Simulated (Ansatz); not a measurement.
**UHF/STO-3G run of BHSCl (SMILES S[B]Cl)**

Aim: the electronic atomisation energy of BHSCl at UHF/STO-3G, from 5 runs. 

The results are computed with Ansatz 0.2.0.

75 further runs of the same task are left out: 2 that didn't finish, 73 set aside as unsound or not needed.

### Step 1. The structure to begin with

BHSCl: 4 atoms, total charge 0, spin state doublet. SMILES: `S[B]Cl`. The coordinates come from a PBE0-D4/def2-TZVP relaxation.

Bond lengths: S1–B2 1.766 Å, B2–Cl3 1.722 Å, S1–H4 1.344 Å. Angles: S1–B2–Cl3 124.8°, B2–S1–H4 96.3°.

### Step 2. A single-point energy at UHF/STO-3G

job.yaml reads:

```yaml
crystal:
  periodic: [false, false, false]
  atoms:
    - {symbol: S, position_ang: [0.566400, -0.789100, 0.531400]}
    - {symbol: B, position_ang: [-0.299600, 0.475700, -0.345800]}
    - {symbol: Cl, position_ang: [-2.014100, 0.616000, -0.427300]}
    - {symbol: H, position_ang: [1.802900, -0.362900, 0.221400]}
basis:
  gaussian: {orbitals: STO-3G}
hamiltonian: {xc: hf}
accuracy: high
magnetization: {spin_polarized: true, initial_magnetization: 1}
```

Launch:

```sh
ansatz run job.yaml --threads 1 --pin off --max-ram 2610MiB --events-out events.jsonl --progress --plain --runs-dir runs
```

Standard output:

```text
Warning: RAYON_NUM_THREADS=1 ignored (pool sized by the plan → 1); use --threads N
Functional definition: HF
  name "HF"
  exchange = exact_x
  correlation = 0
427 factors; integrals over basis functions are off by at most 1.9e-8 eV
mean field evaluation 1: about -23745.4149 eV, gradient 1.3e1 eV
mean field evaluation 2: about -23745.4687 eV, gradient 1.3e1 eV
mean field evaluation 4: about -23747.3854 eV, gradient 2.0e0 eV
mean field evaluation 8: about -23747.4859 eV, gradient 4.7e-4 eV
mean field -23747.48386699 eV, -872.7039354891 hartree, gradient 2.4e-8 eV, S^2 0.757379; 0 other end points of the search recorded, 0 dependent functions left out
reference -23747.48386699 eV, -872.7039354891 hartree; 20, 19 occupied and 4, 5 virtual orbitals, 427 factors
Total energy: -23747.48386699 eV, -872.7039354891 hartree
```

Wall time 0.2 s (1 thread of Arm Neoverse V1, shared host).

### Step 3. The B atom

run.yaml reads:

```yaml
crystal:
  periodic: [false, false, false]
  atoms:
    - symbol: B
      position_ang: [0.000000, 0.000000, 0.000000]
basis:
  gaussian: {orbitals: STO-3G}
magnetization: {spin_polarized: true, initial_magnetization: 1}
hamiltonian: {xc: hf}
accuracy: high
```

Launch:

```sh
ansatz run run.yaml --threads 1 --pin off --max-ram 2610MiB --events-out events.jsonl --progress --plain --runs-dir runs
```

Standard output:

```text
Warning: RAYON_NUM_THREADS=1 ignored (pool sized by the plan → 1); use --threads N
[... 4 set-up lines as earlier in the session ...]
15 factors; integrals over basis functions are off by at most 8.9e-10 eV
mean field evaluation 1: about -657.1275 eV, gradient 2.3e-14 eV
mean field evaluation 2: about -655.6556 eV, gradient 5.8e0 eV
mean field evaluation 4: about -656.3328 eV, gradient 3.7e0 eV
mean field evaluation 8: about -657.1193 eV, gradient 1.7e-1 eV
mean field evaluation 16: about -655.6556 eV, gradient 5.8e0 eV
mean field -657.12745801 eV, -24.1489886649 hartree, gradient 0.0e0 eV, S^2 0.750000; 3 other end points of the search recorded, 0 dependent functions left out
reference -657.12745801 eV, -24.1489886649 hartree; 3, 2 occupied and 2, 3 virtual orbitals, 15 factors
Total energy: -657.12745801 eV, -24.1489886649 hartree
```

Run time: 0.04 s. Hardware: 1 thread of Arm Neoverse V1, shared host.

### Step 4. The Cl atom, same level

in.yaml reads:

```yaml
crystal:
  periodic: [false, false, false]
  atoms:
    - {symbol: Cl, position_ang: [0.000000, 0.000000, 0.000000]}
basis:
  gaussian: {orbitals: STO-3G}
magnetization: {spin_polarized: true, initial_magnetization: 1}
hamiltonian: {xc: hf}
accuracy: high
```

Launch:

```sh
ansatz run in.yaml --threads 1 --pin off --max-ram 2610MiB --events-out events.jsonl --progress --plain --runs-dir runs
```

Standard output:

```text
Warning: RAYON_NUM_THREADS=1 ignored (pool sized by the plan → 1); use --threads N
[... 4 set-up lines as earlier in the session ...]
42 factors; integrals over basis functions are off by at most 4.6e-9 eV
mean field evaluation 1: about -12368.7208 eV, gradient 7.8e-1 eV
mean field evaluation 2: about -12368.7224 eV, gradient 7.8e-1 eV
mean field evaluation 4: about -12368.7232 eV, gradient 3.4e-6 eV
mean field evaluation 8: about -12368.7232 eV, gradient 9.1e-2 eV
mean field evaluation 16: about -12368.7232 eV, gradient 7.6e-14 eV
mean field -12368.72316544 eV, -454.5421925083 hartree, gradient 1.9e-13 eV, S^2 0.750000; 3 other end points of the search recorded, 0 dependent functions left out
reference -12368.72316544 eV, -454.5421925083 hartree; 9, 8 occupied and 0, 1 virtual orbitals, 42 factors
Total energy: -12368.72316544 eV, -454.5421925083 hartree
```

Wall time 0.04 s (1 thread of Arm Neoverse V1, shared host).

### Step 5. The H atom

run.yaml reads:

```yaml
crystal:
  periodic: [false, false, false]
  atoms:
    - symbol: H
      position_ang: [0.000000, 0.000000, 0.000000]
basis:
  gaussian:
    orbitals: STO-3G
magnetization:
  spin_polarized: true
  initial_magnetization: 1
hamiltonian:
  xc: hf
accuracy: high
```

Run the same way, it converges to -0.46658 Eh (log not shown).

### Step 6. The S atom, same level

molecule.yaml reads:

```yaml
crystal:
  periodic: [false, false, false]
  atoms:
    - {symbol: S, position_ang: [0.000000, 0.000000, 0.000000]}
basis:
  gaussian:
    orbitals: STO-3G
magnetization:
  spin_polarized: true
  initial_magnetization: 2
hamiltonian:
  xc: hf
accuracy: high
```

Run the same way, it converges to -393.13022 Eh (log not shown).

### Step 7. What came out

Level: UHF/STO-3G.

```
                     quantity          value
       molecule: total energy  -872.70394 Eh
               molecule: ⟨S²⟩          0.757
         B atom: total energy   -24.14899 Eh
                 B atom: ⟨S²⟩          0.750
        Cl atom: total energy  -454.54219 Eh
                Cl atom: ⟨S²⟩          0.750
         H atom: total energy    -0.46658 Eh
                 H atom: ⟨S²⟩          0.750
         S atom: total energy  -393.13022 Eh
                 S atom: ⟨S²⟩          2.000
electronic atomisation energy      11.319 eV
```

**Reading.** Taking the molecule apart into free atoms costs 11.32 eV (1092 kJ/mol), before zero-point energy and without spin-orbit coupling. Hartree–Fock lacks the correlation of the bonding pairs, which as a rule makes this value much too low; in minimal bases other errors can mask that. In a minimal basis such a difference can be off by several eV, whatever the method.
